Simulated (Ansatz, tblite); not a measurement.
# The cluster Ge3H6O9: competing shapes

The task here is to estimate one member of a computed series from the others.

Computed with Ansatz 0.2.0, Gaussian basis. Level: relaxed with PBE-D4/def2-SVP, singlet.

6 further runs of the same task are left out: 4 that didn't finish, 2 set aside as unsound or not needed.

### The system as given

18 atoms, charge 0, spin multiplicity 1.

Atoms are counted from 1 here; the program's logs count them from 0.

Bond lengths: Ge1–O6 2.064 Å, Ge1–O11 1.747 Å, Ge2–O5 1.587 Å, Ge2–O7 1.821 Å, Ge2–O12 1.651 Å, Ge3–O9 1.815 Å, Ge3–O12 2.017 Å, O4–O6 1.432 Å, O4–H17 0.988 Å, O7–O10 1.419 Å, O8–H13 0.963 Å, O8–H18 0.969 Å, O9–H15 0.959 Å, O10–H14 0.967 Å, O11–H16 0.960 Å. Angles: O6–Ge1–O11 94.1°, O5–Ge2–O7 120.7°, O5–Ge2–O12 137.8°, O7–Ge2–O12 100.9°, O9–Ge3–O12 90.0°, O6–O4–H17 101.9°, Ge1–O6–O4 89.3°, Ge2–O7–O10 118.2°, H13–O8–H18 105.8°, Ge3–O9–H15 114.5°, O7–O10–H14 106.2°, Ge1–O11–H16 124.3°, Ge2–O12–Ge3 125.0°.

A search from random starts with GFN2-xTB found 14 distinct shapes; 2 go on here. The structure above is candidate A, which lies 0.00 eV above the lowest at that level; B lies 4.07 eV above the lowest at that level.

Set-up of the first run:

in.yaml

```yaml
crystal:
  periodic: [false, false, false]
  atoms:
    - {symbol: Ge, position_ang: [-1.205980, -1.610990, -1.479770]}
    - {symbol: Ge, position_ang: [1.591220, 1.541570, -0.488290]}
    - {symbol: Ge, position_ang: [-0.924530, 1.093570, 1.532200]}
    - {symbol: O, position_ang: [-2.942950, -0.172000, -0.404960]}
    - {symbol: O, position_ang: [2.466010, 1.757490, -1.794950]}
    - {symbol: O, position_ang: [-1.701770, -0.534760, 0.210180]}
    - {symbol: O, position_ang: [2.288900, 0.702810, 0.969310]}
    - {symbol: O, position_ang: [1.081760, -1.373040, -0.536590]}
    - {symbol: O, position_ang: [-2.394280, 2.059110, 1.084030]}
    - {symbol: O, position_ang: [3.407820, -0.149080, 0.780270]}
    - {symbol: O, position_ang: [-1.617890, -3.153750, -0.770750]}
    - {symbol: O, position_ang: [0.137910, 2.049220, 0.108200]}
    - {symbol: H, position_ang: [1.978630, -1.634480, -0.770430]}
    - {symbol: H, position_ang: [4.153600, 0.427430, 0.566330]}
    - {symbol: H, position_ang: [-2.228970, 2.766570, 0.458210]}
    - {symbol: H, position_ang: [-2.042870, -3.260050, 0.083570]}
    - {symbol: H, position_ang: [-3.144970, 0.688170, 0.037360]}
    - {symbol: H, position_ang: [1.098370, -1.197800, 0.416100]}
basis:
  gaussian: {orbitals: def2-SVP}
hamiltonian: {xc: pbe, dispersion: d4}
scf: {lower_state_search: "off"}
output: {orbitals: {seedname: orbitals}}
relax: {f_tol: 0.03, max_steps: 70}
```

On the command line:

```console
ansatz run in.yaml --threads 4 --pin off --events-out ev --progress --plain --max-ram 6963MiB
```

Steps of the session up to this table: Relaxing candidate A; Relaxing candidate B; Candidate B, PBE0-D4/def2-TZVP; Candidate B, PBE-D4/def2-TZVP; Candidate B, r2SCAN-D4/def2-TZVP.

One table of the session follows, with a row left open; its other results are not shown here.

It belongs to the step «B against A». 

```
              level  B above A (eV)
           GFN1-xTB               ?
           GFN2-xTB          +4.223
   PBE-D4/def2-TZVP          +3.322
r2SCAN-D4/def2-TZVP          +3.206
  PBE0-D4/def2-TZVP          +3.410
```

**Question.** Estimate the row for GFN1-xTB.

**Answer.** B above A (eV): +3.717. In the column «B above A (eV)» it lies between PBE0-D4/def2-TZVP (+3.410) and GFN2-xTB (+4.223).

Limits of these values: The search was small, so a lower isomer may exist. Only singlets are compared; another spin may lie lower and prefer another shape.
